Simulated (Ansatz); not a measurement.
## Hg, space group P6/mmm: Fermi-surface readings, step by step

Program: Ansatz's Python interface.

Run as a notebook:

**Cell 1**
```python
import ansatz as az

crystal = (
    az.Lattice.from_parameters(5.466696, 5.466696, 3.185218, alpha=90.0, beta=90.0, gamma=120.0)
    .atom("Hg", [1 / 3, 2 / 3, 0.5])
    .atom("Hg", [2 / 3, 1 / 3, 0.5])
    .atom("Hg", [0.0, 0.0, 0.0])
)
```

**Cell 2**
```python
[site.symbol for site in crystal.resolved().sites]
```
Output:
```text
['Hg', 'Hg', 'Hg']
```

**Cell 3**
```python
base = (
    crystal.calculation()
    .basis(550)
    .functional("mr2scan")
    .occupations("Fermi-Dirac", width=150 * az.meV)
    .scf(algorithm="direct_min")
    .kpoints(3, 3, 4, center="monkhorst-pack")
    .mixing("broyden", beta=0.3)
    .eigenstates(nscf_kmesh=(8, 8, 10), level_slopes=True)
)
surface = base.run().fermi_surface().to_plain()
for way, reading in surface.items():
    if reading:
        rho_lambda = [f"{v:.3e}" for v in reading["resistivity_times_mean_free_path_ohm_m2"]]
        print(f"{way:24s} area {reading['spin_summed_area_per_ang2']:8.3f} 1/A^2  rho*lambda (ohm m^2) {rho_lambda}")
```
Output:
```text
by_tetrahedra            area    8.487 1/A^2  rho*lambda (ohm m^2) ['3.126e-15', '3.126e-15', '5.183e-15']
by_slopes                area    8.939 1/A^2  rho*lambda (ohm m^2) ['3.016e-15', '3.016e-15', '4.672e-15']
on_every_second_point    area    5.122 1/A^2  rho*lambda (ohm m^2) ['5.410e-15', '5.410e-15', '7.522e-15']
```

The settings weren't tested for convergence. For a metal this k-point mesh is coarse: on a finer one energies can move by several to tens of meV an atom and pressures by half a GPa or more, differences at one mesh by less. Spin-orbit coupling, which matters for elements this heavy, is left out. This isn't the structure that Hg takes at ambient conditions. The three readings differ by the mesh error. The whole script took 29 s on 1 thread of Arm Neoverse V2, on a shared host, peak memory 0.56 GiB.

(Lines on the test bed's own set-up are left out of the output.)
